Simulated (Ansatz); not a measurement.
# TiN4H8: a ladder of functionals and wavefunction methods

One table from this session's results is given with a row withheld; the runs are named, their logs left out.

Computed with Ansatz 0.2.0, Gaussian basis. Level: functionals in def2-TZVPP, the program's frozen cores in correlated methods.

Plan: LDA (SPW92), PBE-D4, revPBE-D4, BLYP-D4, r2SCAN-D4, B97M-V, PBE0-D4, B3LYP-D4, r2SCANh-D4, r2SCAN0-D4, HSE06-D4, BHLYP-D4, CAM-B3LYP-D4, LC-ωPBE, ωB97X-V, ωB97M-V, B2PLYP, PBE-QIDH; CCSD(T)/def2-SVP; CCSD(T)/def2-TZVPP; MP2/def2-QZVPP; extrapolation to the limit; RPA on PBE.

## Structure used throughout

All runs share one geometry, relaxed beforehand with PBE0-D4 in a triple-zeta def2 set.

SMILES `[NH2][Ti]([NH2])([NH2])[NH2]`, 13 atoms, charge 0, spin multiplicity 1.

Atoms are counted from 1 here; the program's logs count them from 0.

Bond lengths: N1–Ti2 1.893 Å, N1–H6 1.011 Å, N1–H7 1.009 Å, Ti2–N3 1.893 Å, Ti2–N4 1.893 Å, Ti2–N5 1.893 Å, N3–H8 1.011 Å, N3–H9 1.009 Å, N4–H10 1.009 Å, N4–H11 1.011 Å, N5–H12 1.011 Å, N5–H13 1.009 Å. Angles: Ti2–N1–H6 123.0°, Ti2–N1–H7 126.6°, H6–N1–H7 110.1°, N1–Ti2–N3 110.0°, N1–Ti2–N4 108.3°, N1–Ti2–N5 109.9°, N3–Ti2–N4 110.2°, N3–Ti2–N5 108.3°, N4–Ti2–N5 110.0°, Ti2–N3–H8 122.9°, Ti2–N3–H9 126.7°, H8–N3–H9 110.1°, Ti2–N4–H10 126.7°, Ti2–N4–H11 123.0°, H10–N4–H11 110.1°, Ti2–N5–H12 123.0°, Ti2–N5–H13 126.6°, H12–N5–H13 110.1°.

Set-up of the first run:

in.yaml

```yaml
crystal:
  periodic: [false, false, false]
  atoms:
    - {symbol: N, position_ang: [-1.432443, 1.191610, 0.313555]}
    - {symbol: Ti, position_ang: [0.001584, -0.003896, 0.000483]}
    - {symbol: N, position_ang: [-0.289807, -1.625011, 0.934162]}
    - {symbol: N, position_ang: [0.107167, -0.331133, -1.861136]}
    - {symbol: N, position_ang: [1.621304, 0.755790, 0.618682]}
    - {symbol: H, position_ang: [-1.645158, 1.967700, -0.298066]}
    - {symbol: H, position_ang: [-2.142089, 1.107402, 1.026128]}
    - {symbol: H, position_ang: [-0.079717, -1.738803, 1.916300]}
    - {symbol: H, position_ang: [-0.571685, -2.508445, 0.535965]}
    - {symbol: H, position_ang: [0.940965, -0.315733, -2.429429]}
    - {symbol: H, position_ang: [-0.708184, -0.458189, -2.444911]}
    - {symbol: H, position_ang: [2.445544, 0.206195, 0.819444]}
    - {symbol: H, position_ang: [1.772920, 1.717610, 0.883824]}
basis:
  gaussian: {orbitals: def2-TZVPP}
hamiltonian: {xc: lda}
output: {orbitals: {seedname: orbitals}}
```

Launch:

```bash
$ ansatz run in.yaml --threads 2 --pin off --events-out ev --progress --plain --max-ram 22528MiB --backend cuda --devices 0, --max-vram 18GiB
```

Steps of the session up to this table: LDA; PBE-D4 (GGA); revPBE-D4 (GGA); BLYP-D4 (GGA); r2SCAN-D4 (meta-GGA); B97M-V (meta-GGA); PBE0-D4 (hybrid); B3LYP-D4 (hybrid); r2SCANh-D4 (hybrid); r2SCAN0-D4 (hybrid); HSE06-D4 (hybrid); BHLYP-D4 (hybrid); CAM-B3LYP-D4 (range-separated); LC-ωPBE (range-separated); ωB97X-V (range-separated); ωB97M-V (range-separated); B2PLYP (double hybrid); PBE-QIDH (double hybrid).

One table of the session follows, with a row left open; its other results are not shown here.

It belongs to the step «Frontier levels by functional». 

```
  functional  HOMO (eV)  gap (eV)
 LDA (SPW92)      -5.64      3.71
      PBE-D4      -5.46      3.75
   revPBE-D4      -5.38      3.76
     BLYP-D4      -5.34      3.71
   r2SCAN-D4      -5.73      4.15
      B97M-V      -5.80      4.19
     PBE0-D4          ?         ?
    B3LYP-D4      -6.59      5.62
  r2SCANh-D4      -6.24      5.06
  r2SCAN0-D4      -7.02      6.45
    HSE06-D4      -6.41      5.37
    BHLYP-D4      -8.12      8.62
CAM-B3LYP-D4      -8.26      8.71
     LC-ωPBE      -9.66     11.30
     ωB97X-V      -9.29     10.86
     ωB97M-V      -9.21     10.47
```

Q: Estimate the row for PBE0-D4 from the others.

**Answer.** HOMO (eV): -6.82; gap (eV): 6.16. In the column «HOMO (eV)» it lies between r2SCAN0-D4 (-7.02) and B3LYP-D4 (-6.59).
